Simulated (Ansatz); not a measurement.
# CHBFNSe: small, medium and large basis sets

Aim: see how fast density functionals converge with the basis set for CHBFNSe.

The runs use Ansatz 0.2.0, Gaussian basis; one geometry, several basis sets.

The runs, in order: PBE0-D4/def2-SVP; ωB97M-V/def2-SVP; PBE0-D4/def2-QZVPP; ωB97M-V/def2-QZVPP; the functionals' def2-TZVPP values are taken from earlier runs.

**1. Structure used throughout**

The geometry comes from an earlier relaxation with PBE0-D4 in a triple-zeta def2 set; it is a stationary point.

SMILES `FC1=NB[Se]1`, 6 atoms, charge 0, spin multiplicity 1.

Atoms are counted from 1 here; the program's logs count them from 0.

Bond lengths: F1–C2 1.300 Å, C2–N3 1.269 Å, C2–Se5 1.933 Å, N3–B4 1.457 Å, B4–Se5 2.018 Å, B4–H6 1.186 Å. Angles: F1–C2–N3 125.6°, F1–C2–Se5 123.5°, N3–C2–Se5 111.0°, C2–N3–B4 91.1°, N3–B4–Se5 98.9°, N3–B4–H6 130.7°, Se5–B4–H6 130.4°, C2–Se5–B4 59.1°.

**2. PBE0-D4 in def2-SVP**

Contents of in.yaml:

```yaml
crystal:
  periodic: [false, false, false]
  atoms:
    - {symbol: F, position_ang: [1.306078, -1.788395, -0.306432]}
    - {symbol: C, position_ang: [0.552071, -0.741846, -0.141875]}
    - {symbol: N, position_ang: [-0.345956, -0.611363, 0.745581]}
    - {symbol: B, position_ang: [-0.667117, 0.725202, 0.262896]}
    - {symbol: Se, position_ang: [0.667177, 0.840351, -1.246734]}
    - {symbol: H, position_ang: [-1.470152, 1.511951, 0.640362]}
basis:
  gaussian: {orbitals: def2-SVP}
hamiltonian: {xc: pbe0, dispersion: d4}
output: {orbitals: {seedname: orbitals}}
```

Launch:

```
$ ansatz run in.yaml --threads 2 --pin off --events-out ev --progress --plain --max-ram 4352MiB
```

The runs that follow: ωB97M-V in def2-SVP; PBE0-D4 in def2-QZVPP; ωB97M-V in def2-QZVPP.

**Question.** What will the summary of the whole plan be? Wanted: PBE0-D4: double and triple zeta above quadruple; ωB97M-V: double and triple zeta above quadruple.

As calculated:

| quantity | value |
| --- | --- |
| PBE0-D4: double and triple zeta above quadruple | 16.59, 1.68 eV |
| ωB97M-V: double and triple zeta above quadruple | 16.66, 1.61 eV |

**Reading.** PBE0-D4 gains 14.91 eV from double to triple zeta, then 1.68 eV more. Total energies overstate the basis error of differences, where much of it tends to cancel.
